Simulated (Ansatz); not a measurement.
This script makes vertical spin-state energies of C4H5Br, SMILES BrC1=CCC1 with Ansatz 0.2.0 through its Python package.

The script, `c4h5br_spin.py`:
```python
"""Gap between spin states of C4H5Br at one geometry."""

import ansatz as az

BASIS_SET = "6-31G*"
FUNCTIONAL = "PBE0"

GEOMETRY = """
Br    2.89480   -0.13430    0.61590
C     1.02920   -0.13810    0.21310
C     0.08730   -1.12890   -0.05440
C    -0.97940   -0.09760   -0.21770
C    -0.01190    0.92030    0.05720
H     0.11670   -2.21120   -0.11830
H    -1.37120   -0.06780   -1.25840
H    -1.76470   -0.18620    0.56530
H     0.19630    1.58110   -0.81310
H    -0.19710    1.46280    1.01050
"""

molecule = az.Crystal.molecule()
for line in GEOMETRY.strip().splitlines():
    symbol, *xyz = line.split()
    molecule = molecule.atom(symbol, [float(v) for v in xyz])

setup = (
    molecule.calculation()
    .basis(gaussian=BASIS_SET)
    .functional(FUNCTIONAL)
)
found = {}
for unpaired in [0, 2, 4]:
    summary = setup.spin("collinear", total=unpaired).run(threads=1).report
    s = unpaired / 2
    found[unpaired] = summary["free_energy_ev"]
    print(f"2S+1 = {unpaired + 1}: E = {found[unpaired]:.5f} eV, <S^2> = {abs(summary['mean_field']['state']['spin_squared']):.3f} (pure state {s * (s + 1):.2f})")
lowest = min(found, key=found.get)
for unpaired, e in found.items():
    print(f"multiplicity {unpaired + 1}: {(e - found[lowest]):.3f} eV above the lowest")
```

Which spin state is lowest at this geometry, and how far above lie the others?

In order: multiplicity 1 (+0.00 eV), multiplicity 3 (+3.64 eV) and multiplicity 5 (+9.60 eV), all at the one geometry.

The output:

```console
$ python c4h5br_spin.py
2S+1 = 1: E = -74252.56711 eV, <S^2> = 0.000 (pure state 0.00)
2S+1 = 3: E = -74248.93130 eV, <S^2> = 2.010 (pure state 2.00)
2S+1 = 5: E = -74242.96275 eV, <S^2> = 6.010 (pure state 6.00)
multiplicity 1: 0.000 eV above the lowest
multiplicity 3: 3.636 eV above the lowest
multiplicity 5: 9.604 eV above the lowest
```

What to keep in mind:
- Total energies depend on the basis set; only differences at equal settings carry meaning.
- The geometry is a force-field or estimated start, not a minimum of this method, and the basis set is short of its limit. All parts are taken at fixed geometry, without zero-point energy.
- Finished in 36 s on 1 thread of Arm Neoverse V2 (shared host), peak memory 0.4 GiB.

(Lines on the test bed's own set-up are left out of the output.)
